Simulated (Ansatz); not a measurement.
# C2H8N2OW: one species, many methods

The task here is to estimate one member of a computed series from the others.

The runs use Ansatz 0.2.0, Gaussian basis; functionals in def2-TZVPP, the program's frozen cores in correlated methods.

The runs, in order: LDA (SPW92), PBE-D4, revPBE-D4, BLYP-D4, r2SCAN-D4, B97M-V, PBE0-D4, B3LYP-D4, r2SCANh-D4, r2SCAN0-D4, HSE06-D4, BHLYP-D4, CAM-B3LYP-D4, LC-ωPBE, ωB97X-V, ωB97M-V, B2PLYP, PBE-QIDH; CCSD(T)/def2-SVP; MP2/def2-TZVPP; MP2/def2-QZVPP; RPA on PBE.

## The geometry

An earlier PBE0-D4 in a triple-zeta def2 set relaxation fixed the geometry. W takes the def2 core potential; no spin-orbit term is included.

SMILES `C[N]=[W]([CH3])([NH2])=[O]`, 14 atoms, charge 0, spin multiplicity 1.

Atoms are counted from 1 here; the program's logs count them from 0.

Bond lengths: C1–N2 1.420 Å, C1–H7 1.096 Å, C1–H8 1.095 Å, C1–H9 1.095 Å, N2–W3 1.753 Å, W3–C4 2.128 Å, W3–N5 1.950 Å, W3–O6 1.714 Å, C4–H10 1.094 Å, C4–H11 1.093 Å, C4–H12 1.093 Å, N5–H13 1.009 Å, N5–H14 1.010 Å. Angles: N2–C1–H7 112.2°, N2–C1–H8 110.1°, N2–C1–H9 110.4°, H7–C1–H8 108.3°, H7–C1–H9 108.4°, H8–C1–H9 107.4°, C1–N2–W3 154.9°, N2–W3–C4 104.0°, N2–W3–N5 109.3°, N2–W3–O6 113.4°, C4–W3–N5 109.3°, C4–W3–O6 106.3°, N5–W3–O6 114.0°, W3–C4–H10 110.0°, W3–C4–H11 110.6°, W3–C4–H12 110.5°, H10–C4–H11 108.3°, H10–C4–H12 109.0° and more.

Set-up of the first run:

File in.yaml:

```yaml
crystal:
  periodic: [false, false, false]
  atoms:
    - {symbol: C, position_ang: [-2.449980, -0.506732, -0.038472]}
    - {symbol: N, position_ang: [-1.083539, -0.181273, 0.166314]}
    - {symbol: W, position_ang: [0.443291, 0.583311, -0.231056]}
    - {symbol: C, position_ang: [1.747090, -1.048935, -0.634507]}
    - {symbol: N, position_ang: [1.096152, 1.562188, 1.324143]}
    - {symbol: O, position_ang: [0.383467, 1.517096, -1.666814]}
    - {symbol: H, position_ang: [-2.854223, -0.045054, -0.946161]}
    - {symbol: H, position_ang: [-2.569179, -1.592256, -0.123322]}
    - {symbol: H, position_ang: [-3.053134, -0.176941, 0.814358]}
    - {symbol: H, position_ang: [2.746423, -0.678227, -0.882867]}
    - {symbol: H, position_ang: [1.379032, -1.635078, -1.480145]}
    - {symbol: H, position_ang: [1.817046, -1.707471, 0.234831]}
    - {symbol: H, position_ang: [0.706299, 1.496480, 2.251979]}
    - {symbol: H, position_ang: [1.678257, 2.383692, 1.240619]}
basis:
  gaussian: {orbitals: def2-TZVPP}
hamiltonian: {xc: lda}
output: {orbitals: {seedname: orbitals}}
```

Run with:

```console
$ ansatz run in.yaml --threads 4 --pin off --events-out ev --progress --plain --max-ram 11315MiB
```

Among the steps run: LDA; PBE-D4 (GGA); revPBE-D4 (GGA); BLYP-D4 (GGA); r2SCAN-D4 (meta-GGA); B97M-V (meta-GGA); PBE0-D4 (hybrid); B3LYP-D4 (hybrid); r2SCANh-D4 (hybrid); r2SCAN0-D4 (hybrid); HSE06-D4 (hybrid); BHLYP-D4 (hybrid); CAM-B3LYP-D4 (range-separated); LC-ωPBE (range-separated); ωB97X-V (range-separated); ωB97M-V (range-separated); B2PLYP (double hybrid); PBE-QIDH (double hybrid).

One of the session's tables, all rows but one given; the rest of the session is left out.

It belongs to the step «Frontier levels by functional». 

```
  functional  HOMO (eV)  gap (eV)
 LDA (SPW92)      -6.03      4.08
      PBE-D4      -5.87      4.12
   revPBE-D4      -5.80      4.14
     BLYP-D4      -5.76      4.11
   r2SCAN-D4      -6.12      4.50
      B97M-V      -6.20      4.63
     PBE0-D4      -7.19      6.26
    B3LYP-D4      -6.98      5.81
  r2SCANh-D4      -6.62      5.30
  r2SCAN0-D4      -7.37      6.51
    HSE06-D4      -6.79      5.48
    BHLYP-D4      -8.44      8.45
CAM-B3LYP-D4      -8.56      8.69
     LC-ωPBE      -9.85     11.13
     ωB97X-V          ?         ?
     ωB97M-V      -9.46     10.57
```

Estimate the missing values for ωB97X-V.

The run gave: HOMO (eV): -9.53; gap (eV): 10.72. In the column «HOMO (eV)» it lies between LC-ωPBE (-9.85) and ωB97M-V (-9.46).
